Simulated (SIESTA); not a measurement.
HPbNO4:

```
CELL_PARAMETERS angstrom
4.12040 -0.00081 -0.01120
0.00404 6.42722 0.05360
0.02791 3.20707 7.74994
ATOMIC_POSITIONS crystal
H 0.90366 0.21821 0.48851
H 0.40337 0.78177 0.51142
Pb 0.39455 0.30863 0.70725
Pb 0.89489 0.69135 0.29266
N 0.63409 0.19990 0.20730
N 0.13386 0.80012 0.79275
O 0.90829 0.32866 0.54369
O 0.53792 0.39076 0.19497
O 0.53483 0.11279 0.10602
O 0.83718 0.08887 0.32672
O 0.40817 0.67132 0.45624
O 0.03774 0.60924 0.80520
O 0.03429 0.88737 0.89397
O 0.33716 0.91101 0.67330
```

The cell was built by a generator and needn't be a form met in nature.

* Program: SIESTA 5.4.2
* Task: relaxation of cell and atoms
* Functional: vdW-DF2
* Potentials or basis: PseudoDojo 0.4 standard (PBE files)
* Basis: DZP (energy shift 0.003 Ry; two zetas on semicore shells)
* Grid cutoff: 800 Ry
* Energy shift: 0.003 Ry
* k mesh: 5 × 4 × 3
* Occupations: fermi-dirac, width 0.05 eV
* Spin: no spin polarisation

At the start: pressure 6.7 GPa; volume 14.61 Å³/atom.

**Question.** How do energy, volume and symmetry change on relaxing?

**Answer.** Over 25 steps the energy falls by 34.1 meV/atom and the volume is 14.46 Å³/atom (-1.0 %); space group P2_1 (No. 4, to 0.05 Å).

Step by step:
| step | energy change (eV) | largest force (eV/Å) | pressure (GPa) | volume (Å³) |
| --- | --- | --- | --- | --- |
| 1 | 0.0000 | 2.7903 | 6.73 | 204.53 |
| 2 | -0.2496 | 1.6728 | -1.88 | 208.90 |
| 3 | -0.3834 | 0.5976 | 0.44 | 208.08 |
| 4 | -0.3983 | 0.3830 | 0.25 | 208.25 |
| 5 | -0.4102 | 0.2719 | 0.30 | 208.56 |
| 6 | -0.4178 | 0.1660 | -0.05 | 208.93 |
| 7 | -0.4222 | 0.1224 | -0.17 | 208.93 |
| 8 | -0.4267 | 0.0879 | -0.22 | 208.83 |
| 9 | -0.4303 | 0.0843 | -0.21 | 208.56 |
| 10 | -0.4383 | 0.0746 | -0.17 | 207.80 |
| 11 | -0.4518 | 0.0668 | -0.12 | 205.95 |
| 12 | -0.4534 | 0.0544 | -0.11 | 205.60 |
| 13 | -0.4540 | 0.0582 | -0.08 | 205.46 |
| 14 | -0.4564 | 0.0572 | -0.03 | 205.06 |
| 15 | -0.4598 | 0.0474 | -0.02 | 204.33 |
| 16 | -0.4604 | 0.0452 | -0.01 | 204.24 |
| 17 | -0.4611 | 0.0433 | 0.00 | 204.21 |
| 18 | -0.4639 | 0.0454 | 0.00 | 203.88 |
| 19 | -0.4658 | 0.0431 | 0.01 | 203.74 |
| 20 | -0.4680 | 0.0369 | 0.00 | 203.65 |
| 21 | -0.4699 | 0.0350 | 0.00 | 203.52 |
| 22 | -0.4708 | 0.0328 | -0.01 | 203.46 |
| 23 | -0.4740 | 0.0319 | 0.00 | 203.07 |
| 24 | -0.4759 | 0.0271 | -0.01 | 202.83 |
| 25 | -0.4774 | 0.0256 | -0.01 | 202.49 |

Final structure:
```
H Pb N O
1.0
     4.10622   -0.00127   -0.01183
     0.00327    6.38602    0.04304
     0.02624    3.17383    7.74349
H Pb N O
2 2 2 8
Direct
  0.92339 0.20275 0.49809
  0.42327 0.79721 0.50188
  0.41975 0.31432 0.71920
  0.91994 0.68563 0.28078
  0.61908 0.19863 0.20039
  0.11886 0.80139 0.79962
  0.92519 0.32165 0.54758
  0.50424 0.39308 0.19082
  0.50929 0.10169 0.09951
  0.84966 0.09466 0.31400
  0.42514 0.67834 0.45239
  0.00405 0.60693 0.80929
  0.00886 0.89847 0.90043
  0.34959 0.90526 0.68602
```

Caveat: the potentials were made for another functional, which shifts forces and pressure; the basis of atomic orbitals isn't converged, which shifts pressures, moduli and gaps.
